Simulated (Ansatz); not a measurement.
# CGeSi: the cost of one run

The runs use Ansatz 0.2.0, Gaussian basis; the settings change from run to run.

20 further runs of the same task are left out: 9 that didn't finish, 11 set aside as unsound or not needed.

**1. The geometry**

The geometry is a PBE0/def2-TZVP stationary point (not a proven minimum) of the parent state, kept for this charge and spin. No spin-orbit coupling is included. The filled d shell of Ge may be among the frozen orbitals whatever the setting's name suggests; the logs give the count.

3 atoms, charge 0, spin multiplicity 1.

Atoms are counted from 1 here; the program's logs count them from 0.

Bond lengths: C1–Ge2 1.978 Å, C1–Si3 1.735 Å, Ge2–Si3 2.394 Å. Angles: Ge2–C1–Si3 80.0°, C1–Ge2–Si3 45.6°, C1–Si3–Ge2 54.5°.

**2. CISD/def2-mTZVP**

File in.yaml:

```yaml
crystal:
  periodic: [false, false, false]
  atoms:
    - {symbol: C, position_ang: [0.000000, -1.189587, -0.766512]}
    - {symbol: Ge, position_ang: [0.000000, 0.073797, 0.755332]}
    - {symbol: Si, position_ang: [0.000000, 0.317856, -1.625785]}
basis:
  gaussian: {orbitals: def2-mTZVP}
correlation: {active_space: {ras: {orbitals: [6, 0, 51], electrons: 12, max_holes: 2, max_particles: 2}, fixed_orbitals: true}}
output: {forces: true}
```

Run with:

```
$ ansatz run in.yaml --threads 1 --pin off --events-out ev --progress --plain --max-ram 2393MiB
```

Q: Estimate wall time and peak memory on 1 thread of Arm Neoverse V1, shared host.

About 7 s, with a peak of 0.41 GiB.
